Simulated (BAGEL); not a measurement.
# GeH3S (SMILES [SH][GeH2]) at UHF/6-31G(d) (density fitting with qzvpp-jkfit, spherical functions)

What is the vertical doublet–quartet gap of GeH3S at UHF/6-31G* (density fitting with qzvpp-jkfit, spherical functions)? 

Program for the calculation: BAGEL 1.2.2.

2 further runs of the same task are left out: 2 set aside as unsound or not needed. Runs told in other sessions of the task aren't counted.

## (1) Starting point

The species is GeH3S (5 atoms), meant as a doublet with charge 0. As SMILES, `[SH][GeH2]`. Geometry: relaxed at PBE0-D4/def2-TZVP. This is one conformer, not always the lowest.

Bond lengths: S1–Ge2 2.220 Å, S1–H3 1.343 Å, Ge2–H4 1.550 Å, Ge2–H5 1.545 Å. Angles: S1–Ge2–H4 109.5°, S1–Ge2–H5 104.6°, Ge2–S1–H3 94.4°, H4–Ge2–H5 110.8°.

## (2) A single-point energy at UHF/6-31G(d) (density fitting with qzvpp-jkfit, spherical functions)

Contents of input.json:

```json
{ "bagel" : [

{
  "title" : "molecule",
  "basis" : "6-31gs.json",
  "df_basis" : "qzvpp-jkfit",
  "angstrom" : "true",
  "geometry" : [
    { "atom" : "S", "xyz" : [       1.138600,      -0.803200,       0.659500 ] },
    { "atom" : "Ge", "xyz" : [      -0.389500,       0.679300,       0.030100 ] },
    { "atom" : "H", "xyz" : [       0.246200,      -1.778900,       0.894600 ] },
    { "atom" : "H", "xyz" : [      -1.364100,       0.019600,      -0.978800 ] },
    { "atom" : "H", "xyz" : [       0.418600,       1.809400,      -0.646900 ] }
  ]
},

{
  "title" : "uhf",
  "nopen" : 1
},

{
  "title" : "print",
  "file" : "orbitals.molden",
  "orbitals" : "true"
}

]}
```

The basis set 6-31G* is read from a file made from the Basis Set Exchange's data (not shown).

Run with:

```console
$ BAGEL_NUM_THREADS=1 BAGEL input.json > input.out
```

The log of the run:

```text
* using 1 threads per process

  ===============================================================
  ===============================================================

  *** Geometry ***

  { "atom" : "S", "xyz" : [      2.151642,     -1.517828,      1.246274 ] },
  { "atom" : "Ge", "xyz" : [     -0.736048,      1.283691,      0.056881 ] },
  { "atom" : "H", "xyz" : [      0.465251,     -3.361634,      1.690549 ] },
  { "atom" : "H", "xyz" : [     -2.577775,      0.037039,     -1.849664 ] },
  { "atom" : "H", "xyz" : [      0.791039,      3.419270,     -1.222464 ] },

  Number of auxiliary basis functions:      448

  Since a DF basis is specified, we compute 2- and 3-index integrals:
    o Being stored without compression. Storage requirement is 0.011 GB

  Number of basis functions:       56
  Number of electrons      :       51

    * METHOD: MOLECULE                             0.20

  *** Open-shell HF ***

  === Nuclear Repulsion ===
   162.5950286824

      * DIIS with orbital gradients will be used.

  === UHF iteration (6-31gs.json) ===
      0      -2474.27587333          0.01553952           0.09
      1      -2474.30982919          0.00534362           0.09
      2      -2474.31459746          0.00238736           0.09
      3      -2474.31552778          0.00109724           0.09
      4      -2474.31589960          0.00034030           0.09
      5      -2474.31596259          0.00014947           0.10
      6      -2474.31598939          0.00004388           0.10
      7      -2474.31599399          0.00001713           0.10
      8      -2474.31599515          0.00000731           0.10
      9      -2474.31599544          0.00000350           0.09
     10      -2474.31599549          0.00000183           0.10
     11      -2474.31599550          0.00000088           0.10
     12      -2474.31599550          0.00000026           0.09
     13      -2474.31599550          0.00000010           0.09
     14      -2474.31599550          0.00000005           0.09
     15      -2474.31599550          0.00000003           0.09
     16      -2474.31599550          0.00000002           0.09
     17      -2474.31599550          0.00000001           0.09
    * SCF iteration converged.

    * S^2 (UHF) is 0.7554

    * Permanent dipole moment:
           (    0.648144,    -0.106098,     0.077122) a.u.

    * METHOD: UHF                                  1.88

    * METHOD: PRINT                                0.01

  ===============================================================
```

Run time: 2.2 s. Hardware: 1 thread of Arm Neoverse V1, shared host.

## (3) The quartet, same level

Changes to input.json since step 2:

```diff
@@ -16,12 +16,5 @@
 
-{
-  "title" : "uhf",
-  "nopen" : 1
-},
+{ "title" : "uhf", "nopen" : 3 },
 
-{
-  "title" : "print",
-  "file" : "orbitals.molden",
-  "orbitals" : "true"
-}
+{ "title" : "print", "file" : "orbitals.molden", "orbitals" : "true" }
```

The basis set 6-31G* is read from a file made from the Basis Set Exchange's data (not shown).

Run with:

```console
$ BAGEL_NUM_THREADS=1 BAGEL input.json > input.out
```

The log of the run:

```text
* using 1 threads per process

  ===============================================================
  ===============================================================

  *** Geometry ***

  { "atom" : "S", "xyz" : [      2.151642,     -1.517828,      1.246274 ] },
  { "atom" : "Ge", "xyz" : [     -0.736048,      1.283691,      0.056881 ] },
  { "atom" : "H", "xyz" : [      0.465251,     -3.361634,      1.690549 ] },
  { "atom" : "H", "xyz" : [     -2.577775,      0.037039,     -1.849664 ] },
  { "atom" : "H", "xyz" : [      0.791039,      3.419270,     -1.222464 ] },

  Number of auxiliary basis functions:      448

  Since a DF basis is specified, we compute 2- and 3-index integrals:
    o Being stored without compression. Storage requirement is 0.011 GB

  Number of basis functions:       56
  Number of electrons      :       51

    * METHOD: MOLECULE                             0.21

  *** Open-shell HF ***

  === Nuclear Repulsion ===
   162.5950286824

      * DIIS with orbital gradients will be used.

  === UHF iteration (6-31gs.json) ===
      0      -2474.05040305          0.01558404           0.10
      1      -2474.09885001          0.00523521           0.10
      2      -2474.10664195          0.00219767           0.09
      3      -2474.10888237          0.00113222           0.10
      4      -2474.10992324          0.00057925           0.10
      5      -2474.11032472          0.00043582           0.10
      6      -2474.11067626          0.00029346           0.10
      7      -2474.11090201          0.00019866           0.10
      8      -2474.11105454          0.00009578           0.10
      9      -2474.11108713          0.00005202           0.10
     10      -2474.11109936          0.00003082           0.09
     11      -2474.11110293          0.00001980           0.10
     12      -2474.11110417          0.00001570           0.10
     13      -2474.11110519          0.00001172           0.10
     14      -2474.11110595          0.00000944           0.09
     15      -2474.11110670          0.00000682           0.09
     16      -2474.11110726          0.00000405           0.09
     17      -2474.11110736          0.00000312           0.09
     18      -2474.11110743          0.00000213           0.09
     19      -2474.11110744          0.00000154           0.09
     20      -2474.11110745          0.00000085           0.09
     21      -2474.11110746          0.00000049           0.09
     22      -2474.11110746          0.00000034           0.09
     23      -2474.11110746          0.00000019           0.09
     24      -2474.11110746          0.00000014           0.09
     25      -2474.11110746          0.00000009           0.09
     26      -2474.11110746          0.00000007           0.09
     27      -2474.11110746          0.00000005           0.09
     28      -2474.11110746          0.00000003           0.09
     29      -2474.11110746          0.00000003           0.09
     30      -2474.11110746          0.00000002           0.09
     31      -2474.11110746          0.00000001           0.09
     32      -2474.11110746          0.00000001           0.09
    * SCF iteration converged.

    * S^2 (UHF) is 3.7705

    * Permanent dipole moment:
           (   -0.821642,     1.316542,    -0.630149) a.u.

    * METHOD: UHF                                  3.29

    * METHOD: PRINT                                0.01

  ===============================================================
```

It took 3.9 s on 1 thread of Arm Neoverse V1, shared host.

## (4) Outcome

Level: UHF/6-31G* (density fitting with qzvpp-jkfit, spherical functions).

```
                                        quantity           value
                           doublet: total energy  -2474.31600 Eh
                          doublet: dipole moment          1.68 D
                                   doublet: ⟨S²⟩           0.755
                           quartet: total energy  -2474.11111 Eh
                          quartet: dipole moment          4.26 D
                                   quartet: ⟨S²⟩           3.771
vertical energy of the quartet above the doublet        5.575 eV
```

At this shape the quartet lies 5.58 eV (129 kcal/mol) above the doublet.
